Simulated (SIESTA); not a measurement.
Crystal: PRu2.

```
Ru P
1.0
     5.90200    0.00000    0.00000
     0.00000    3.85900    0.00000
     0.00000    0.00000    6.89600
Ru P
8 4
Cartesian
  0.1298 2.8942 4.5417
  5.7722 0.9647 2.3543
  2.8212 0.9647 1.0937
  3.0808 2.8942 5.8023
  3.7861 2.8942 2.9405
  2.1159 0.9647 3.9555
  5.0669 0.9647 6.3885
  0.8351 2.8942 0.5075
  1.5021 2.8942 2.6653
  4.3999 0.9647 4.2307
  1.4489 0.9647 6.1133
  4.4531 2.8942 0.7827
```

| Quantity | Value |
| --- | --- |
| Program | SIESTA 5.4.2 |
| Task | single point |
| Functional | PBEsol |
| Potentials or basis | PseudoDojo 0.4 standard (PBEsol files) |
| Basis | DZP (energy shift 0.003 Ry; two zetas on semicore shells) |
| Grid cutoff | 800 Ry |
| Energy shift | 0.003 Ry |
| k mesh | 5 × 7 × 4 |
| Occupations | fermi-dirac, width 0.05 eV |
| Spin | no spin polarisation |

On this cell: pressure -0.2 GPa; largest force 0.197 eV/Å; band gap on the k mesh none (metal or under the smearing width).

The same run follows on a disturbed copy (atoms moved at random, drawn with an rms of 0.05 Å):

```
CELL_PARAMETERS angstrom
5.90200 0.00000 0.00000
0.00000 3.85900 0.00000
0.00000 0.00000 6.89600
ATOMIC_POSITIONS crystal
Ru 0.01907 0.76176 0.65571
Ru 0.97939 0.25722 0.34135
Ru 0.47598 0.25161 0.15943
Ru 0.51919 0.75683 0.84054
Ru 0.64271 0.74735 0.43219
Ru 0.35596 0.25876 0.57592
Ru 0.85843 0.25165 0.92088
Ru 0.14082 0.73830 0.07345
P 0.25246 0.75004 0.38832
P 0.75143 0.25854 0.60707
P 0.24840 0.25088 0.88336
P 0.75316 0.75901 0.11128
```

**Question.** What changes?

**Answer.** The energy (extrapolated to zero smearing) moves by +8.7 meV/atom; pressure 0.2 GPa; largest force 1.028 eV/Å; band gap on the k mesh none (metal or under the smearing width).

Forces in eV/Å, atoms in the order of the input:
```
Ru   0.147 -0.191  0.231
Ru   0.265 -0.282 -0.403
Ru   0.227 -0.022 -0.086
Ru   0.015 -0.073  0.112
Ru  -0.240  0.626 -0.779
Ru   0.417 -0.433 -0.611
Ru   0.023 -0.011  0.392
Ru  -0.027  0.848 -0.107
P    0.163  0.310 -0.184
P   -0.508 -0.325  0.356
P   -0.294 -0.203  0.891
P   -0.186 -0.245  0.187
```

Stress tensor (GPa, compression positive):
```
-0.87  0.11 -0.55
 0.11 -0.15 -0.67
-0.55 -0.67  1.77
```

Caveats: the basis of atomic orbitals isn't converged, which shifts pressures, moduli and gaps.
